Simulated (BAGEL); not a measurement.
# SiCl3O (SMILES [O][Si](Cl)(Cl)Cl): UHF/def2-SVP (density fitting with qzvpp-jkfit)

Aim: the electronic atomisation energy of SiCl3O at UHF/def2-SVP (density fitting with qzvpp-jkfit), from 4 runs. 

Program for the calculation: BAGEL 1.2.2.

12 further runs of the same task are left out: 4 that didn't finish, 8 set aside as unsound or not needed.

**1. Starting point**

SiCl3O has 5 atoms, charge 0, and is taken as a doublet. As SMILES, `[O][Si](Cl)(Cl)Cl`. The coordinates come from a PBE0-D4/def2-TZVP relaxation.

Bond lengths: O1–Si2 1.645 Å, Si2–Cl3 2.018 Å, Si2–Cl4 2.020 Å, Si2–Cl5 2.018 Å. Angles: O1–Si2–Cl3 111.8°, O1–Si2–Cl4 100.7°, O1–Si2–Cl5 111.8°, Cl3–Si2–Cl4 111.9°, Cl3–Si2–Cl5 108.6°, Cl4–Si2–Cl5 111.9°.

**2. A single-point energy at UHF/def2-SVP (density fitting with qzvpp-jkfit)**

File job.json:

```json
{ "bagel": [

{
  "title": "molecule",
  "basis": "svp",
  "df_basis": "qzvpp-jkfit",
  "angstrom": true,
  "geometry": [
    { "atom": "O", "xyz": [       0.815000,      -1.070800,       1.039300 ] },
    { "atom": "Si", "xyz": [       0.038600,      -0.018800,       0.041000 ] },
    { "atom": "Cl", "xyz": [      -1.536500,       0.855600,       0.950500 ] },
    { "atom": "Cl", "xyz": [      -0.542800,      -1.265500,      -1.438700 ] },
    { "atom": "Cl", "xyz": [       1.275600,       1.425900,      -0.633600 ] }
  ]
},

{
  "title": "uhf",
  "nopen": 1
},

{
  "title": "print",
  "file": "orbitals.molden",
  "orbitals": true
}

]}
```

Started as:

```sh
BAGEL_NUM_THREADS=1 BAGEL job.json > job.out
```

The program printed:

```text
* using 1 threads per process

  ===============================================================
  ===============================================================

  *** Geometry ***

  { "atom" : "O", "xyz" : [      1.540127,     -2.023519,      1.963992 ] },
  { "atom" : "Si", "xyz" : [      0.072943,     -0.035527,      0.077479 ] },
  { "atom" : "Cl", "xyz" : [     -2.903564,      1.616850,      1.796185 ] },
  { "atom" : "Cl", "xyz" : [     -1.025743,     -2.391448,     -2.718749 ] },
  { "atom" : "Cl", "xyz" : [      2.410535,      2.694560,     -1.197330 ] },

  Number of auxiliary basis functions:      589

  Since a DF basis is specified, we compute 2- and 3-index integrals:
    o Being stored without compression. Storage requirement is 0.035 GB

  Number of basis functions:       86
  Number of electrons      :       73

    * METHOD: MOLECULE                             0.42

  *** Open-shell HF ***

  === Nuclear Repulsion ===
   433.9970723956

      * DIIS with orbital gradients will be used.

  === UHF iteration (svp) ===
      0      -1741.31127607          0.04225511           0.36
      1      -1741.10718892          0.06053143           0.32
      2      -1740.84492956          0.06393337           0.32
      3      -1741.79974345          0.01314835           0.37
      4      -1741.84160107          0.00444258           0.33
      5      -1741.84708017          0.00137861           0.33
      6      -1741.84809774          0.00026606           0.33
      7      -1741.84820883          0.00013511           0.35
      8      -1741.84824787          0.00009798           0.33
      9      -1741.84826954          0.00007558           0.33
[... 16 lines of this table left out ...]
     26      -1741.84829526          0.00000005           0.31
     27      -1741.84829526          0.00000004           0.31
     28      -1741.84829526          0.00000002           0.31
     29      -1741.84829526          0.00000001           0.31
    * SCF iteration converged.

    * S^2 (UHF) is 0.7555

    * Permanent dipole moment:
           (    0.103807,    -0.247919,     0.095189) a.u.

    * METHOD: UHF                                 10.15

    * METHOD: PRINT                                0.03

  ===============================================================
```

Wall time 11 s (1 thread of AMD EPYC 7R43 (Zen 3), shared host); peak memory 0.15 GiB.

**3. The Cl atom**

File input.json:

```json
{ "bagel" : [

{
  "title" : "molecule",
  "basis" : "svp",
  "df_basis" : "qzvpp-jkfit",
  "angstrom" : "true",
  "geometry" : [
    { "atom" : "Cl", "xyz" : [    0.000000,    0.000000,    0.000000 ] }
  ]
},
{
  "title" : "uhf",
  "charge" : 0,
  "nopen" : 1
},
{
  "title" : "print",
  "file" : "orbitals.molden",
  "orbitals" : "true"
}

]}
```

Run the same way, it converges to -459.31929 Eh (log not shown).

**4. The O atom at the same level**

File hf.json:

```json
{ "bagel": [

{
  "title": "molecule",
  "basis": "svp",
  "df_basis": "qzvpp-jkfit",
  "angstrom": true,
  "geometry": [
    { "atom": "O", "xyz": [       0.000000,       0.000000,       0.000000 ] }
  ]
},

{ "title": "uhf", "nopen": 2 },

{ "title": "print", "file": "orbitals.molden", "orbitals": true }

]}
```

Run the same way, it converges to -74.72006 Eh (log not shown).

**5. The Si atom at the same level**

File hf.json:

```json
{ "bagel": [

{
  "title": "molecule",
  "basis": "svp",
  "df_basis": "qzvpp-jkfit",
  "angstrom": "true",
  "geometry": [
    { "atom": "Si", "xyz": [       0.000000,       0.000000,       0.000000 ] }
  ]
},

{
  "title": "uhf",
  "nopen": 2
},

{
  "title": "print",
  "file": "orbitals.molden",
  "orbitals": "true"
}

]}
```

Run the same way, it converges to -288.75313 Eh (log not shown).

**6. Summary of results**

Level: UHF/def2-SVP (density fitting with qzvpp-jkfit).

```
                     quantity           value
       molecule: total energy  -1741.84830 Eh
      molecule: dipole moment          0.72 D
               molecule: ⟨S²⟩           0.755
        Cl atom: total energy   -459.31929 Eh
       Cl atom: dipole moment          0.00 D
                Cl atom: ⟨S²⟩           0.755
         O atom: total energy    -74.72006 Eh
        O atom: dipole moment          0.00 D
                 O atom: ⟨S²⟩           2.005
        Si atom: total energy   -288.75313 Eh
       Si atom: dipole moment          0.00 D
                Si atom: ⟨S²⟩           2.009
electronic atomisation energy       11.353 eV
```

In words: Taking the molecule apart into free atoms costs 11.35 eV (262 kcal/mol), before zero-point energy and without spin-orbit coupling. Hartree–Fock lacks the correlation of the bonding pairs, which as a rule makes this value much too low; in minimal bases other errors can mask that.
